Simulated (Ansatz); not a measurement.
The system is HPbNO4.

```
CELL_PARAMETERS angstrom
4.12040 -0.00081 -0.01120
0.00404 6.42722 0.05360
0.02791 3.20707 7.74994
ATOMIC_POSITIONS crystal
H 0.90366 0.21821 0.48851
H 0.40337 0.78177 0.51142
Pb 0.39455 0.30863 0.70725
Pb 0.89489 0.69135 0.29266
N 0.63409 0.19990 0.20730
N 0.13386 0.80012 0.79275
O 0.90829 0.32866 0.54369
O 0.53792 0.39076 0.19497
O 0.53483 0.11279 0.10602
O 0.83718 0.08887 0.32672
O 0.40817 0.67132 0.45624
O 0.03774 0.60924 0.80520
O 0.03429 0.88737 0.89397
O 0.33716 0.91101 0.67330
```

The cell was built by a generator and needn't be a form met in nature.

Base run:

- Program: Ansatz 0.2.0
- Functional: PBEsol
- Potentials or basis: Ansatz PAW
- Cutoff: 420 eV (not typed: the program's choice for these potentials)
- k mesh: 7 × 5 × 4
- Occupations: fermi-dirac, width 0.05 eV
- Spin: no spin polarisation

Its results: band gap on the k mesh 3.29 eV, indirect (least direct gap 3.37 eV); pressure -2.8 GPa; largest force 0.443 eV/Å.

Task: The run is repeated on the same cell with these changes: functional from PBEsol to r2SCAN; cutoff from 420 eV (not typed: the program's choice for these potentials) to 500 eV (not typed: the program's choice for these potentials). What comes out?

Result: Band gap on the k mesh 3.68 eV, indirect (least direct gap 3.81 eV); pressure -3.3 GPa; largest force 0.658 eV/Å.

r2SCAN gives the wider gap, since meta-GGAs in the generalised Kohn-Sham scheme recover part of the derivative discontinuity.

Caveats: spin-orbit coupling is left out, which as a rule narrows the gap of such compounds by several tenths of an eV; the PAW data sets come from PBE, with cores solved anew for the run's functional, which leaves a small shift of forces and pressure.
